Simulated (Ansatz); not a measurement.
# BaB (rocksalt): a single-point run

The task is a single-point run on BaB (rocksalt). The structure is shown as the input types it.

Program: Ansatz 0.2.0. Level of theory: DFT PBE, scalar-relativistic, plane waves, PAW. These are calculated values, not measurements.

1 further run of the same task is left out (it didn't finish). Runs told in other sessions of the task aren't counted.

## Step 1: The system as given

It takes space group Fm-3m (No. 225, cubic). Conventional cell: a = 6.166 Å, b = 6.166 Å, c = 6.166 Å, α = 90.00°, β = 90.00°, γ = 90.00°. Around Ba (site symmetry m-3m) lie 6 B at 3.08 Å. B (site symmetry m-3m) is surrounded by 6 Ba at 3.08 Å.

Structure file:

```
Ba B
1.0
     0.00000    3.08279    3.08279
     3.08279    0.00000    3.08279
     3.08279    3.08279    0.00000
Ba B
1 1
Direct
  0.50000 0.50000 0.50000
  0.00000 0.00000 0.00000
```

## Step 2: The run

Contents of input.yaml:

```yaml
crystal:
  lattice:
    - [0.0, 3.0827929264, 3.0827929264]
    - [3.0827929264, 0.0, 3.0827929264]
    - [3.0827929264, 3.0827929264, 0.0]
  atoms:
    - { symbol: Ba, position: [0.5, 0.5, 0.5] }
    - { symbol: B, position: [0.0, 0.0, 0.0] }
basis:
  ecutwfc: 420
  ecutrho_ratio: 4
kpoints:
  mp_grid: { grid: [10, 10, 10] }
hamiltonian:
  xc: pbe
scf:
  occupations: { method: fixed }
  max_iter: 80
output:
  forces: true
  stress: true
```

Run with:

```console
> ansatz run input.yaml --threads 2 --pin off --max-ram 2662MiB --backend cpu --events-out ev --progress --plain --runs-dir out
```

Q: Will this input give a usable result? If not, why, and what should change?

Nothing was computed: the input was turned down at the start. Its message: «inconsistent input (scf.occupations.method, magnetization): a σ = 0 step fill (method: fixed, or a smearing width below the step floor) cannot realise an odd electron count (13) without a locked total moment ...»

The suspect setting: scf.occupations.method is fixed. A step filling can't move electrons between bands or spin channels.

What to do: set scf.occupations.method to gaussian.
